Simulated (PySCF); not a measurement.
# [DyCl2]+: other functionals and bases at one geometry

The task here is to estimate one member of a computed series from the others.

The runs use PySCF 2.14.0; several levels, as the steps say, no spin–orbit coupling.

1 further run of the same task is left out (for a known fault of the program).

## Starting geometry

3 atoms, charge 1, spin multiplicity 1.

Bond lengths: Dy1–Cl2 2.372 Å, Dy1–Cl3 2.372 Å. Angles: Cl2–Dy1–Cl3 110.6°.

Geometry (Å):

```xyz
3
charge 1, multiplicity 1
Dy    0.00000    0.00000   -0.50787
Cl    1.95037    0.00000    0.84209
Cl   -1.95037    0.00000    0.84209
```

Formal oxidation states: Dy +3. Each metal's 9 4f electrons lie in its core potential, so multiplicities, spins and levels count the valence alone. An earlier session relaxed this geometry at PBE0, Dy lcecp-1-SVP with ECP55, Cl def2-SVP (singlet, point group C2v).

At PBE0 on the finer grid: E = -956.775309 Eh, HOMO -13.84 eV, LUMO -8.14 eV, Mulliken charge on Dy1 +1.29 e, largest force component 0.006 eV/Å. 

Levels to run: revPBE; BP86; PBE0, TZVP. Hardware: 2 threads of Arm Neoverse V2, shared host.

Set-up of the first run:

Contents of run.py (the lines that set the calculation):

```python
mol = gto.M(atom='''
Dy     0.00000     0.00000    -0.50787
Cl     1.95037     0.00000     0.84209
Cl    -1.95037     0.00000     0.84209''',
    basis={'Dy': 'lcecp-1-SVP', 'Cl': 'def2-SVP'},
    ecp={'Dy': 'lcecp-1-SVP'},
    charge=1, spin=0)
mf = dft.RKS(mol, xc='PBE_R,PBE')
mf.grids.atom_grid = (75, 302)  # f atoms: unpruned, at least (60, 302)
mf = mf.density_fit()  # fitting sets: Dy AutoAux, Cl def2-universal-JKFIT
mf.conv_tol = 1e-08; mf.max_cycle = 55
mf.kernel(dm0)  # dm0: the density of the relaxed state
```

The run is started by

```
OMP_NUM_THREADS=2 python run.py
```

Among the steps run: revPBE; BP86; PBE0, TZVP.

One of the session's tables, all rows but one given; the rest of the session is left out.

```
              level  HOMO (eV)  gap (eV)  charge on Dy1 (e)  dipole (D)  largest force component (eV/Å)
PBE0 (relaxed here)     -13.84      5.69               1.29        6.39                            0.01
             revPBE          ?         ?                  ?           ?                               ?
               BP86     -12.62      3.88               1.17        5.84                            0.29
         PBE0, TZVP     -13.76      5.74               1.58        6.28                            0.21
```

**Question.** Estimate the row for revPBE.

**Answer.** HOMO (eV): -12.49; gap (eV): 3.71; charge on Dy1 (e): 1.19; dipole (D): 5.87; largest force component (eV/Å): 0.40. In the column «HOMO (eV)» it is the highest.

The dipole of a charged species depends on the origin, so these sizes hold for this origin alone.

In one basis the HOMO–LUMO gap runs from 3.71 eV (revPBE) to 5.69 eV (PBE0). The largest leftover force, 0.40 eV/Å with revPBE, stands at a geometry relaxed at another level. With 4f in the core, its levels are missing from HOMO and gap, and its count is fixed, so no charge can pass from the ligands into it. Total energies of different levels can't be compared.
